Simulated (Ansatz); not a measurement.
**C5H10O3 (SMILES OCC1OCCCO1) at 6 levels**

We compute a comparison of 6 runs (HF/STO-3G, HF/3-21G, HF/def2-SVP, HF/def2-TZVP, B3LYP/pcseg-1, BLYP/def2-SVP) of C5H10O3. 

The calculation is run with Ansatz 0.2.0.

2 further runs of the same task are left out: 1 that didn't finish, 1 set aside as unsound or not needed.

## 1. The system as given

C5H10O3: 18 atoms, total charge 0, spin state singlet. SMILES: `OCC1OCCCO1`. Geometry: relaxed at PBE0-D4/def2-TZVP. This is one conformer, not always the lowest.

Some bond lengths: O1–C2 1.403 Å, C2–C3 1.510 Å, C3–O4 1.404 Å, O4–C5 1.414 Å, C5–C6 1.517 Å, C6–C7 1.517 Å, C3–O8 1.393 Å, C7–O8 1.415 Å, O1–H9 0.963 Å, C2–H10 1.098 Å, C2–H11 1.091 Å, C3–H12 1.106 Å, C5–H13 1.091 Å, C5–H14 1.101 Å, C6–H15 1.094 Å, C6–H16 1.093 Å. Some angles: O1–C2–C3 111.2°, C2–C3–O4 107.1°, C2–C3–O8 108.7°, O4–C3–O8 112.1°, C3–O4–C5 111.3°, O4–C5–C6 110.1°, C5–C6–C7 108.8°, C6–C7–O8 110.4°, C3–O8–C7 111.3°, O1–C2–H10 112.3°.

## 2. Energy and gradient at HF/STO-3G (run 1)

Input file run.yaml:

```yaml
crystal:
  periodic: [false, false, false]
  atoms:
    - {symbol: O, position_ang: [3.098270, -0.218170, -0.050230]}
    - {symbol: C, position_ang: [2.120560, 0.555900, 0.593490]}
    - {symbol: C, position_ang: [0.745460, -0.042070, 0.416360]}
    - {symbol: O, position_ang: [0.500950, -0.114060, -0.964430]}
    - {symbol: C, position_ang: [-0.767410, -0.679510, -1.232810]}
    - {symbol: C, position_ang: [-1.852340, 0.122950, -0.539410]}
    - {symbol: C, position_ang: [-1.494580, 0.260570, 0.928780]}
    - {symbol: O, position_ang: [-0.180720, 0.765560, 1.071660]}
    - {symbol: H, position_ang: [2.804130, -0.335480, -0.959370]}
    - {symbol: H, position_ang: [2.092140, 1.587090, 0.217360]}
    - {symbol: H, position_ang: [2.364700, 0.583430, 1.656300]}
    - {symbol: H, position_ang: [0.703960, -1.066900, 0.831300]}
    - {symbol: H, position_ang: [-0.888350, -0.681350, -2.316870]}
    - {symbol: H, position_ang: [-0.784180, -1.723730, -0.883550]}
    - {symbol: H, position_ang: [-2.822770, -0.369180, -0.651410]}
    - {symbol: H, position_ang: [-1.917670, 1.115220, -0.993620]}
    - {symbol: H, position_ang: [-2.154890, 0.957250, 1.446610]}
    - {symbol: H, position_ang: [-1.567250, -0.717540, 1.429840]}
basis:
  gaussian:
    orbitals: STO-3G
hamiltonian:
  xc: hf
accuracy: high
output: {forces: true, orbitals: {seedname: orbitals}}
```

Command:

```console
$ ansatz run run.yaml --threads 4 --pin off --max-ram 12180MiB --events-out events.jsonl --progress --plain --runs-dir runs
```

What it wrote (excerpt; [...] marks lines left out):

```text
Warning: RAYON_NUM_THREADS=4 ignored (pool sized by the plan → 4); use --threads N
Functional definition: HF
  name "HF"
[...]
1195 factors; integrals over basis functions are off by at most 5.7e-9 eV
[...]
mean field -11276.39109657 eV, -414.3997293865 hartree, gradient 1.6e-8 eV, S^2 0.000000; 0 other end points of the search recorded, 0 dependent functions left out
[...]
reference -11276.39109657 eV, -414.3997293865 hartree; 32, 32 occupied and 18, 18 virtual orbitals, 1195 factors
Total energy: -11276.39109657 eV, -414.3997293865 hartree
Atom 0 at     3.098270    -0.218170    -0.050230 Å, force     2.017525    -0.685325     1.262277 eV/Å
Atom 1 at     2.120560     0.555900     0.593490 Å, force     0.703695     1.212629     0.292260 eV/Å
Atom 2 at     0.745460    -0.042070     0.416360 Å, force    -0.959838    -1.952264     0.351714 eV/Å
Atom 3 at     0.500950    -0.114060    -0.964430 Å, force     1.130151     0.515766    -1.751700 eV/Å
Atom 4 at    -0.767410    -0.679510    -1.232810 Å, force     0.256672    -1.135292    -0.282755 eV/Å
Atom 5 at    -1.852340     0.122950    -0.539410 Å, force    -1.751786     0.483912    -0.801919 eV/Å
Atom 6 at    -1.494580     0.260570     0.928780 Å, force    -0.240699    -0.581814     1.060098 eV/Å
Atom 7 at    -0.180720     0.765560     1.071660 Å, force    -0.172000     1.965244     1.318167 eV/Å
Atom 8 at     2.804130    -0.335480    -0.959370 Å, force    -0.877206     0.029350    -1.589129 eV/Å
Atom 9 at     2.092140     1.587090     0.217360 Å, force     0.019275     0.018263     0.091411 eV/Å
Atom 10 at     2.364700     0.583430     1.656300 Å, force     0.044021     0.077293     0.087359 eV/Å
Atom 11 at     0.703960    -1.066900     0.831300 Å, force     0.211526    -0.093314     0.155126 eV/Å
Atom 12 at    -0.888350    -0.681350    -2.316870 Å, force    -0.128366    -0.003681    -0.087667 eV/Å
Atom 13 at    -0.784180    -1.723730    -0.883550 Å, force    -0.175560     0.095123    -0.109968 eV/Å
Atom 14 at    -2.822770    -0.369180    -0.651410 Å, force     0.250723     0.175889     0.009136 eV/Å
Atom 15 at    -1.917670     1.115220    -0.993620 Å, force    -0.001250    -0.259962     0.113235 eV/Å
Atom 16 at    -2.154890     0.957250     1.446610 Å, force    -0.154138     0.028002    -0.018286 eV/Å
Atom 17 at    -1.567250    -0.717540     1.429840 Å, force    -0.172745     0.110183    -0.099359 eV/Å
Dipole moment:    -0.532261    -0.173482    -0.120942 e Å
```

Wall time 0.91 s (4 threads of Arm Neoverse V2, shared host); peak memory 0.13 GiB.

## 3. Energy and gradient at HF/3-21G (run 2)

Input file input.yaml:

```yaml
crystal:
  periodic: [false, false, false]
  atoms:
    - {symbol: O, position_ang: [3.098270, -0.218170, -0.050230]}
    - {symbol: C, position_ang: [2.120560, 0.555900, 0.593490]}
    - {symbol: C, position_ang: [0.745460, -0.042070, 0.416360]}
    - {symbol: O, position_ang: [0.500950, -0.114060, -0.964430]}
    - {symbol: C, position_ang: [-0.767410, -0.679510, -1.232810]}
    - {symbol: C, position_ang: [-1.852340, 0.122950, -0.539410]}
    - {symbol: C, position_ang: [-1.494580, 0.260570, 0.928780]}
    - {symbol: O, position_ang: [-0.180720, 0.765560, 1.071660]}
    - {symbol: H, position_ang: [2.804130, -0.335480, -0.959370]}
    - {symbol: H, position_ang: [2.092140, 1.587090, 0.217360]}
    - {symbol: H, position_ang: [2.364700, 0.583430, 1.656300]}
    - {symbol: H, position_ang: [0.703960, -1.066900, 0.831300]}
    - {symbol: H, position_ang: [-0.888350, -0.681350, -2.316870]}
    - {symbol: H, position_ang: [-0.784180, -1.723730, -0.883550]}
    - {symbol: H, position_ang: [-2.822770, -0.369180, -0.651410]}
    - {symbol: H, position_ang: [-1.917670, 1.115220, -0.993620]}
    - {symbol: H, position_ang: [-2.154890, 0.957250, 1.446610]}
    - {symbol: H, position_ang: [-1.567250, -0.717540, 1.429840]}
basis:
  gaussian: {orbitals: 3-21G.json}
output: {forces: true, orbitals: {seedname: orbitals}}
accuracy: high
total_charge: 0
hamiltonian: {xc: hf}
```

The basis set 3-21G is read from a file made from the Basis Set Exchange's data (not shown).

Command:

```console
$ ansatz run input.yaml --threads 4 --pin off --max-ram 12180MiB --events-out events.jsonl --progress --plain --runs-dir runs
```

What it wrote (excerpt; [...] marks lines left out):

```text
Warning: RAYON_NUM_THREADS=4 ignored (pool sized by the plan → 4); use --threads N
Functional definition: HF
  name "HF"
[...]
2321 factors; integrals over basis functions are off by at most 2.2e-8 eV
[...]
mean field -11357.98971730 eV, -417.3984233887 hartree, gradient 3.2e-8 eV, S^2 0.000000; 0 other end points of the search recorded, 0 dependent functions left out
[...]
reference -11357.98971730 eV, -417.3984233887 hartree; 32, 32 occupied and 60, 60 virtual orbitals, 2321 factors
Total energy: -11357.98971730 eV, -417.3984233887 hartree
Atom 0 at     3.098270    -0.218170    -0.050230 Å, force     0.441178    -0.581547    -0.463894 eV/Å
Atom 1 at     2.120560     0.555900     0.593490 Å, force    -0.409379     1.256467     1.153185 eV/Å
Atom 2 at     0.745460    -0.042070     0.416360 Å, force     1.346979    -0.850314     0.784419 eV/Å
[...]
Atom 8 at     2.804130    -0.335480    -0.959370 Å, force     0.132613    -0.171760    -0.370224 eV/Å
Atom 9 at     2.092140     1.587090     0.217360 Å, force    -0.107242    -0.476089     0.169597 eV/Å
Atom 10 at     2.364700     0.583430     1.656300 Å, force    -0.144046     0.023903    -0.443795 eV/Å
Atom 11 at     0.703960    -1.066900     0.831300 Å, force     0.105946     0.582750    -0.220860 eV/Å
Atom 12 at    -0.888350    -0.681350    -2.316870 Å, force    -0.009346    -0.004856     0.414853 eV/Å
Atom 13 at    -0.784180    -1.723730    -0.883550 Å, force    -0.046326     0.439887    -0.105998 eV/Å
Atom 14 at    -2.822770    -0.369180    -0.651410 Å, force     0.344690     0.137695     0.055844 eV/Å
Atom 15 at    -1.917670     1.115220    -0.993620 Å, force     0.105509    -0.328325     0.178981 eV/Å
Atom 16 at    -2.154890     0.957250     1.446610 Å, force     0.214055    -0.284671    -0.221686 eV/Å
Atom 17 at    -1.567250    -0.717540     1.429840 Å, force     0.010237     0.374385    -0.262591 eV/Å
Dipole moment:    -0.818565    -0.221991    -0.160762 e Å
```

Run time: 1.4 s. Hardware: 4 threads of Arm Neoverse V2, shared host; peak memory 0.37 GiB.

## 4. Energy and forces at HF/def2-SVP (run 3)

Input file in.yaml:

```yaml
crystal:
  periodic: [false, false, false]
  atoms:
    - {symbol: O, position_ang: [3.098270, -0.218170, -0.050230]}
    - {symbol: C, position_ang: [2.120560, 0.555900, 0.593490]}
    - {symbol: C, position_ang: [0.745460, -0.042070, 0.416360]}
    - {symbol: O, position_ang: [0.500950, -0.114060, -0.964430]}
    - {symbol: C, position_ang: [-0.767410, -0.679510, -1.232810]}
    - {symbol: C, position_ang: [-1.852340, 0.122950, -0.539410]}
    - {symbol: C, position_ang: [-1.494580, 0.260570, 0.928780]}
    - {symbol: O, position_ang: [-0.180720, 0.765560, 1.071660]}
    - {symbol: H, position_ang: [2.804130, -0.335480, -0.959370]}
    - {symbol: H, position_ang: [2.092140, 1.587090, 0.217360]}
    - {symbol: H, position_ang: [2.364700, 0.583430, 1.656300]}
    - {symbol: H, position_ang: [0.703960, -1.066900, 0.831300]}
    - {symbol: H, position_ang: [-0.888350, -0.681350, -2.316870]}
    - {symbol: H, position_ang: [-0.784180, -1.723730, -0.883550]}
    - {symbol: H, position_ang: [-2.822770, -0.369180, -0.651410]}
    - {symbol: H, position_ang: [-1.917670, 1.115220, -0.993620]}
    - {symbol: H, position_ang: [-2.154890, 0.957250, 1.446610]}
    - {symbol: H, position_ang: [-1.567250, -0.717540, 1.429840]}
basis:
  gaussian: {orbitals: def2-SVP}
hamiltonian: {xc: hf}
accuracy: high
output: {forces: true, orbitals: {seedname: orbitals}}
```

Command:

```console
$ ansatz run in.yaml --threads 4 --pin off --max-ram 12180MiB --events-out events.jsonl --progress --plain --runs-dir runs
```

What it wrote (excerpt; [...] marks lines left out):

```text
Warning: RAYON_NUM_THREADS=4 ignored (pool sized by the plan → 4); use --threads N
Functional definition: HF
  name "HF"
[...]
4097 factors; integrals over basis functions are off by at most 2.3e-8 eV
[...]
mean field -11412.86708175 eV, -419.4151293351 hartree, gradient 1.2e-8 eV, S^2 0.000000; 0 other end points of the search recorded, 0 dependent functions left out
[...]
reference -11412.86708175 eV, -419.4151293351 hartree; 32, 32 occupied and 130, 130 virtual orbitals, 4097 factors
Total energy: -11412.86708175 eV, -419.4151293351 hartree
Atom 0 at     3.098270    -0.218170    -0.050230 Å, force    -0.865562     0.250622    -0.699059 eV/Å
Atom 1 at     2.120560     0.555900     0.593490 Å, force     0.469119    -0.214846    -0.017176 eV/Å
Atom 2 at     0.745460    -0.042070     0.416360 Å, force     0.153967     0.315768    -0.167464 eV/Å
[...]
Atom 8 at     2.804130    -0.335480    -0.959370 Å, force     0.398370     0.079266     0.846430 eV/Å
Atom 9 at     2.092140     1.587090     0.217360 Å, force     0.019751    -0.174853     0.046950 eV/Å
Atom 10 at     2.364700     0.583430     1.656300 Å, force    -0.031652     0.037808    -0.102937 eV/Å
Atom 11 at     0.703960    -1.066900     0.831300 Å, force     0.041310     0.287077    -0.091515 eV/Å
Atom 12 at    -0.888350    -0.681350    -2.316870 Å, force    -0.028596    -0.031268     0.112687 eV/Å
Atom 13 at    -0.784180    -1.723730    -0.883550 Å, force     0.022713     0.154296    -0.099574 eV/Å
Atom 14 at    -2.822770    -0.369180    -0.651410 Å, force     0.042256     0.037096    -0.000150 eV/Å
Atom 15 at    -1.917670     1.115220    -0.993620 Å, force     0.002821    -0.056444     0.025622 eV/Å
Atom 16 at    -2.154890     0.957250     1.446610 Å, force     0.031266    -0.106032    -0.053664 eV/Å
Atom 17 at    -1.567250    -0.717540     1.429840 Å, force     0.006243     0.182127    -0.038833 eV/Å
Dipole moment:    -0.730910    -0.205102    -0.139866 e Å
```

Wall time 7.8 s (4 threads of Arm Neoverse V2, shared host); peak memory 0.91 GiB.

Runs 4 to 5 aren't shown in full; the table further down has their settings and results.

## 5. Energy and gradient at BLYP/def2-SVP (run 6)

Input file job.yaml:

```yaml
crystal:
  periodic: [false, false, false]
  atoms:
    - {symbol: O, position_ang: [3.098270, -0.218170, -0.050230]}
    - {symbol: C, position_ang: [2.120560, 0.555900, 0.593490]}
    - {symbol: C, position_ang: [0.745460, -0.042070, 0.416360]}
    - {symbol: O, position_ang: [0.500950, -0.114060, -0.964430]}
    - {symbol: C, position_ang: [-0.767410, -0.679510, -1.232810]}
    - {symbol: C, position_ang: [-1.852340, 0.122950, -0.539410]}
    - {symbol: C, position_ang: [-1.494580, 0.260570, 0.928780]}
    - {symbol: O, position_ang: [-0.180720, 0.765560, 1.071660]}
    - {symbol: H, position_ang: [2.804130, -0.335480, -0.959370]}
    - {symbol: H, position_ang: [2.092140, 1.587090, 0.217360]}
    - {symbol: H, position_ang: [2.364700, 0.583430, 1.656300]}
    - {symbol: H, position_ang: [0.703960, -1.066900, 0.831300]}
    - {symbol: H, position_ang: [-0.888350, -0.681350, -2.316870]}
    - {symbol: H, position_ang: [-0.784180, -1.723730, -0.883550]}
    - {symbol: H, position_ang: [-2.822770, -0.369180, -0.651410]}
    - {symbol: H, position_ang: [-1.917670, 1.115220, -0.993620]}
    - {symbol: H, position_ang: [-2.154890, 0.957250, 1.446610]}
    - {symbol: H, position_ang: [-1.567250, -0.717540, 1.429840]}
basis:
  gaussian: {orbitals: def2-SVP}
hamiltonian: {xc: {name: BLYP}}
accuracy: high
output: {forces: true, orbitals: {seedname: orbitals}}
```

Command:

```console
$ ansatz run job.yaml --threads 4 --pin off --max-ram 12180MiB --events-out events.jsonl --progress --plain --runs-dir runs
```

What it wrote (excerpt; [...] marks lines left out):

```text
Warning: RAYON_NUM_THREADS=4 ignored (pool sized by the plan → 4); use --threads N
Functional definition: BLYP
  name "BLYP"
[...]
4097 factors; integrals over basis functions are off by at most 2.3e-8 eV
[...]
mean field -11475.74432395 eV, -421.7258253663 hartree, gradient 6.4e-8 eV, S^2 0.000000; 0 other end points of the search recorded, 0 dependent functions left out
[...]
reference -11475.74439411 eV, -421.7258279447 hartree; 32, 32 occupied and 130, 130 virtual orbitals, 4097 factors
Total energy: -11475.74439411 eV, -421.7258279447 hartree
Atom 0 at     3.098270    -0.218170    -0.050230 Å, force     0.780133    -0.313944     0.458933 eV/Å
Atom 1 at     2.120560     0.555900     0.593490 Å, force     0.239813    -0.137134    -0.127301 eV/Å
Atom 2 at     0.745460    -0.042070     0.416360 Å, force     0.306914     0.104166     0.212445 eV/Å
[...]
Atom 8 at     2.804130    -0.335480    -0.959370 Å, force    -0.277014    -0.071046    -0.715152 eV/Å
Atom 9 at     2.092140     1.587090     0.217360 Å, force    -0.100482     0.608048    -0.126559 eV/Å
Atom 10 at     2.364700     0.583430     1.656300 Å, force     0.101295     0.066864     0.573879 eV/Å
Atom 11 at     0.703960    -1.066900     0.831300 Å, force     0.037164    -0.524117     0.224178 eV/Å
Atom 12 at    -0.888350    -0.681350    -2.316870 Å, force    -0.094801    -0.043619    -0.580830 eV/Å
Atom 13 at    -0.784180    -1.723730    -0.883550 Å, force    -0.063647    -0.553571     0.136538 eV/Å
Atom 14 at    -2.822770    -0.369180    -0.651410 Å, force    -0.512122    -0.223061    -0.078045 eV/Å
Atom 15 at    -1.917670     1.115220    -0.993620 Å, force    -0.041482     0.493005    -0.228737 eV/Å
Atom 16 at    -2.154890     0.957250     1.446610 Å, force    -0.393098     0.334881     0.289712 eV/Å
Atom 17 at    -1.567250    -0.717540     1.429840 Å, force    -0.107571    -0.499436     0.262941 eV/Å
Dipole moment:    -0.584025    -0.146906    -0.154794 e Å
```

Run time: 9.6 s. Hardware: 4 threads of Arm Neoverse V2, shared host; peak memory 0.8 GiB.

## 6. All runs side by side

| run | level | energy (Eh) | dipole moment (D) | HOMO energy (eV) | LUMO energy (eV) | wall time |
| --- | --- | --- | --- | --- | --- | --- |
| 1 | HF/STO-3G | -414.399729 | 2.75 | -9.18 | 14.05 | 0.91 s |
| 2 | HF/3-21G | -417.398423 | 4.15 | -11.39 | 6.87 | 1.4 s |
| 3 | HF/def2-SVP | -419.415129 | 3.71 | -11.78 | 4.69 | 7.8 s |
| 4 | HF/def2-TZVP | -419.899237 | 3.53 | -11.78 | 3.76 | 35 s |
| 5 | B3LYP/pcseg-1 | -422.125499 | 3.39 | -7.40 | 1.10 | 12 s |
| 6 | BLYP/def2-SVP | -421.725828 | 2.99 | -5.62 | 0.93 | 9.6 s |

## 7. Outcome

| quantity | value |
| --- | --- |
| run 6: total energy | -421.72583 Eh |
| run 6: dipole moment | 2.99 D |
| run 6: HOMO energy | -5.62 eV |
| run 6: LUMO energy | 0.93 eV |
| run 6: HOMO–LUMO gap | 6.55 eV |
| run 6: largest force on an atom | 0.958 eV/Å |

In words: The dipole moment (its size) runs from 2.75 D (HF/STO-3G) to 4.15 D (HF/3-21G). The HOMO–LUMO gap runs from 6.55 eV (BLYP/def2-SVP) to 23.24 eV (HF/STO-3G). The two ends differ in method and basis. Totals of different functionals can't be ranked against each other. In run 1 the basis is minimal, so the values are rough. All runs together took 67 s, the longest 35 s.
